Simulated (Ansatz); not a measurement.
# TiO2: the cost of one run

Program: Ansatz 0.2.0. Level of theory: DFT r2SCAN+U, scalar-relativistic, plane waves, PAW. These are calculated values, not measurements.

## 1. The structure to begin with

Symmetry: P4_2/mnm, No. 136, tetragonal system. Conventional cell: a = 4.597 Å, b = 4.597 Å, c = 2.993 Å, α = 90.00°, β = 90.00°, γ = 90.00°. Ti (site symmetry mmm) has 6 O at 1.96 to 1.98 Å in its first shell of neighbours. O (site symmetry m2m) has 3 Ti at 1.96 to 1.98 Å in its first shell of neighbours.

As a file:

```xyz
6
Lattice="4.5974 0.0000 0.0000 0.0000 4.5974 0.0000 0.0000 0.0000 2.9929" Properties=species:S:1:pos:R:3 pbc="T T T"
Ti    0.0000    0.0000    0.0000
Ti    2.2987    2.2987    1.4964
O     1.4028    1.4028    0.0000
O     0.8958    3.7015    1.4964
O     3.1945    3.1945    0.0000
O     3.7015    0.8958    1.4964
```

This cell was relaxed beforehand with the same method: volume 10.54 Å³/atom, gap on the mesh 2.70 eV.

## 2. The reference cell

Reference values: F = -7286.2063 eV; pressure 0.01 GPa; largest force 0.003 eV/Å; gap on the mesh 2.70 eV. It was computed beforehand with the settings of the runs below.

## 3. The scan: biaxial against axial strain

The cell is strained by p along both x and y and by q along z, with fractional coordinates fixed.

## 4. Point p = -0.080, q = -0.080

The input, input.yaml:

```yaml
crystal:
  lattice:
    - [4.2295744681, 0.0, 0.0]
    - [0.0, 4.2295744681, 0.0]
    - [0.0, 0.0, 2.7534534527]
  atoms:
    - { symbol: Ti, position: [0.0, 0.0, 0.0] }
    - { symbol: Ti, position: [0.5, 0.5, 0.5] }
    - { symbol: O, position: [0.3051400959, 0.3051400959, 0.0] }
    - { symbol: O, position: [0.1948599041, 0.8051400959, 0.5] }
    - { symbol: O, position: [0.6948599041, 0.6948599041, 0.0] }
    - { symbol: O, position: [0.8051400959, 0.1948599041, 0.5] }
basis:
  ecutwfc: 500
kpoints:
  mp_grid: { grid: [6, 6, 8] }
hamiltonian:
  xc: r2scan
  hubbard: { sites: [{ species: Ti, l: d, u_eff: 4.0 }] }
scf:
  occupations: { method: gaussian, width: 0.05 }
output:
  forces: true
  stress: true
  eigenvalues: true
```

Started as:

```bash
ansatz run input.yaml --threads 2 --pin off --max-ram 5120MiB --backend cpu --events-out ev --progress --plain --runs-dir out
```

Q: Estimate wall time and peak memory on 2 threads of AMD EPYC 7R43 (Zen 3), shared host.

About 6 s, with a peak of 0.6 GiB.
